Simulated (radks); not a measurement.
**The first electron to leave Ta²⁺**

Aim: remove one electron from each of the outer sub-shells of Ta²⁺ ([Xe] 4f14 5d(3/2: 3, 5/2: 0)) in turn, let the ion relax, and find the cheapest removal. The parent's configuration is the lowest that an earlier search found at this level.

Method: Dirac Kohn-Sham, relativistic LDA (MacDonald-Vosko exchange, VWN5 correlation), spin-unpolarised, spherical densities, finite nucleus. Code: radks (a radial shooting solver on a logarithmic mesh, Libxc functionals) version 1.

3 further runs of the same task are left out: 3 set aside as unsound or not needed.

**1. The atom as given**

```
element            : tantalum (Z = 73)
charge             : +2
electrons          : 71
configuration      : [Xe] 4f14 5d(3/2: 3, 5/2: 0)
nuclear rms radius : 5.3507 fm
```

A shell typed twice in an input gives the lower j, then the higher j.

**2. The parent, Ta²⁺**

The parent was computed earlier with the same settings: E = -15583.955319 hartree. Its outer levels (eV):

```tsv
level	occupation	energy (eV)
4d5/2	6	-231.94
5s1/2	2	-87.933
5p1/2	2	-61.055
5p3/2	4	-52.310
4f5/2	6	-41.483
4f7/2	8	-39.496
5d3/2	3	-18.839
5d5/2	0	-18.144
```

**3. Remove 5d3/2: [Xe] 4f14 5d(3/2: 2, 5/2: 0)**

Input:

```text
Z 73
configuration [Xe] 4f14 5d2 5d0
relativity Dirac
functional lda_x_rel,vwn5
spin unpolarised
j_filling energy
nucleus finite rms 5.3507 fm
c 137.035999084
```

**4. Remove 4f7/2: [Xe] 4f(5/2: 6, 7/2: 7) 5d(3/2: 3, 5/2: 0)**

Changes since step 3:

```diff
@@ -1,3 +1,3 @@
 Z 73
-configuration [Xe] 4f14 5d2 5d0
+configuration [Xe] 4f6 4f7 5d3 5d0
 relativity Dirac
```

**5. Remove 4f5/2: [Xe] 4f(5/2: 5, 7/2: 8) 5d(3/2: 3, 5/2: 0)**

Changes since step 4:

```diff
@@ -1,3 +1,3 @@
 Z 73
-configuration [Xe] 4f6 4f7 5d3 5d0
+configuration [Xe] 4f5 4f8 5d3 5d0
 relativity Dirac
```

**6. Remove 5p3/2: [Kr] 4d10 4f14 5s2 5p(1/2: 2, 3/2: 3) 5d(3/2: 3, 5/2: 0)**

Changes since step 5:

```diff
@@ -1,3 +1,3 @@
 Z 73
-configuration [Xe] 4f5 4f8 5d3 5d0
+configuration [Kr] 4d10 4f14 5s2 5p2 5p3 5d3 5d0
 relativity Dirac
```

**7. Ion rearranged (move 5d3/2 to 6s1/2 after a removal): [Xe] 4f14 5d(3/2: 1, 5/2: 0) 6s1**

Changes since step 6:

```diff
@@ -1,3 +1,3 @@
 Z 73
-configuration [Kr] 4d10 4f14 5s2 5p2 5p3 5d3 5d0
+configuration [Xe] 4f14 5d1 5d0 6s1
 relativity Dirac
```

**8. Ion rearranged (move 5d3/2 to 6p1/2 after a removal): [Xe] 4f14 5d(3/2: 1, 5/2: 0) 6p(1/2: 1, 3/2: 0)**

Changes since step 7:

```diff
@@ -1,3 +1,3 @@
 Z 73
-configuration [Xe] 4f14 5d1 5d0 6s1
+configuration [Xe] 4f14 5d1 5d0 6p1 6p0
 relativity Dirac
```

**Question.** What will these runs give? Wanted: for each run, case; final configuration; Δ-SCF; −ε of the level emptied.

The runs gave:

```tsv
case	final configuration	Δ-SCF (eV)	−ε of the level emptied (eV)
remove 5d3/2	[Xe] 4f14 5d(3/2: 2, 5/2: 0)	24.205	18.839
ion rearranged (move 5d3/2 to 6s1/2 after a removal)	[Xe] 4f14 5d(3/2: 1, 5/2: 0) 6s1	27.135	-
ion rearranged (move 5d3/2 to 6p1/2 after a removal)	[Xe] 4f14 5d(3/2: 1, 5/2: 0) 6p(1/2: 1, 3/2: 0)	33.540	-
remove 4f7/2	[Xe] 4f(5/2: 6, 7/2: 7) 5d(3/2: 3, 5/2: 0)	50.075	39.496
remove 4f5/2	[Xe] 4f(5/2: 5, 7/2: 8) 5d(3/2: 3, 5/2: 0)	52.152	41.483
remove 5p3/2	[Kr] 4d10 4f14 5s2 5p(1/2: 2, 3/2: 3) 5d(3/2: 3, 5/2: 0)	59.283	52.310
```

The 5d3/2 electron leaves first, at 24.205 eV; the next cheapest, 4f7/2, costs 50.075 eV. 5d3/2 is also the highest occupied level of the parent. NIST lists 23 eV (theoretical), between the same two configurations. Spin polarisation and multiplet splitting are left out, so open shells lie too high by an amount that depends on their filling.
